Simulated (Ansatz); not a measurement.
Working through vertical spin-state energies of C2H7BOSi, SMILES B[SiH2]OC=C

Computed with Ansatz 0.2.0 through its Python package.

Notebook, run cell by cell (the value of a cell's last expression is shown):

```python
import ansatz
```

```python
GEOMETRY = """
B     0.16100    2.13340    0.70350
Si   -1.19720    0.74180    0.61550
O    -0.41420   -0.78500    0.43210
C     0.46950   -1.06460   -0.67700
C     1.00690   -2.25640   -0.78930
H     1.26420    1.94720    0.60640
H    -0.21900    3.29970    0.81260
H    -1.94150    0.75980    1.85190
H    -2.08620    0.97280   -0.48760
H     0.51070   -0.34650   -1.44560
H     0.89380   -2.98780    0.03410
H     1.62890   -2.46950   -1.62270
"""
```

```python
geometry = ansatz.Crystal.molecule()
for line in GEOMETRY.strip().splitlines():
    symbol, *xyz = line.split()
    geometry = geometry.atom(symbol, [float(v) for v in xyz])
```

```python
model = (
    geometry.calculation()
    .basis(gaussian="def2-SVP")
    .functional("cam_b3lyp")
)
found = {}
for unpaired in [0, 2]:
    report = model.spin("collinear", total=unpaired).run(threads=1).report
    s = unpaired / 2
    found[unpaired] = report["free_energy_ev"]
    print(f"2S+1 = {unpaired + 1}: E = {found[unpaired]:.5f} eV, <S^2> = {abs(report['mean_field']['state']['spin_squared']):.3f} (pure state {s * (s + 1):.2f})")
lowest = min(found, key=found.get)
for unpaired, e in found.items():
    print(f"multiplicity {unpaired + 1}: {23.060548 * (e - found[lowest]):.1f} kcal/mol above the lowest")
```

    2S+1 = 1: E = -12778.77794 eV, <S^2> = 0.000 (pure state 0.00)
    2S+1 = 3: E = -12775.63076 eV, <S^2> = 2.008 (pure state 2.00)
    multiplicity 1: 0.0 kcal/mol above the lowest
    multiplicity 3: 72.6 kcal/mol above the lowest

In order: multiplicity 1 (+0.00 eV) and multiplicity 3 (+3.15 eV), all at the one geometry.

What to keep in mind:
- Total energies depend on the basis set; only differences at equal settings carry meaning.
- The geometry is a force-field or estimated start, not a minimum of this method, and the basis set is short of its limit. All parts are taken at fixed geometry, without zero-point energy.
- The whole script took 12 s on 1 thread of Intel(R) Xeon(R) Platinum 8488C (Sapphire Rapids), on a shared host, peak memory 0.41 GiB.

(Lines on the test bed's own set-up are left out of the output.)
